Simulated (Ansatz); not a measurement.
What does this script print? It uses Ansatz 0.2.0 through its Python package.

The script, `spin_brclfsn.py`:
```python
# -*- coding: utf-8 -*-
import ansatz as az
from ase import Atoms


def main():
    atoms = Atoms(["F", "Sn", "Cl", "Br"], positions=[
        [-1.8858, 0.2252, 0.1306],
        [-0.1889, -0.559, -0.0631],
        [1.0106, -0.2344, 1.9075],
        [1.1197, 0.5079, -1.9952],
    ])
    brclfsn = az.Crystal.molecule_from_ase(atoms)

    model = (
        brclfsn.calculation()
        .basis(gaussian="def2-SVP")
        .functional("B3LYP")
    )
    found = {}
    for unpaired in [1, 3]:
        rep = model.spin("collinear", total=unpaired).run().report
        s = unpaired / 2
        found[unpaired] = rep["free_energy_ev"]
        print(f"2S+1 = {unpaired + 1}: E = {found[unpaired]:.5f} eV, <S^2> = {abs(rep['mean_field']['state']['spin_squared']):.3f} (pure state {s * (s + 1):.2f})")
    lowest = min(found, key=found.get)
    for unpaired, e in found.items():
        print(f"multiplicity {unpaired + 1}: {96.485332 * (e - found[lowest]):.1f} kJ/mol above the lowest")


if __name__ == "__main__":
    main()
```

Output of `python spin_brclfsn.py`:
```text
2S+1 = 2: E = -91108.15333 eV, <S^2> = 0.754 (pure state 0.75)
2S+1 = 4: E = -91102.38789 eV, <S^2> = 3.754 (pure state 3.75)
multiplicity 2: 0.0 kJ/mol above the lowest
multiplicity 4: 556.3 kJ/mol above the lowest
```

In order: multiplicity 2 (+0.00 eV) and multiplicity 4 (+5.77 eV), all at the one geometry.

These settings explore the input space; basis and method may be short of convergence. The geometry is a force-field or estimated start, not a minimum of this method, and the basis set is short of its limit. All parts are taken at fixed geometry, without zero-point energy. def2 sets replace the cores of elements past krypton by effective core potentials. The species is open-shell (spin multiplicity 2). b3lyp holds the VWN-RPA fit, as in Gaussian; the form of ORCA and Turbomole is b3lyp5. Spin-orbit coupling, which mixes and shifts the spin states of heavy atoms, is left out. Timing: 35 s on 1 thread of Arm Neoverse V2 (shared host), peak memory 0.42 GiB.

(A comment or docstring line of the script was reworded after the run, the code is as it ran; lines on the test bed's own set-up are left out of the output.)
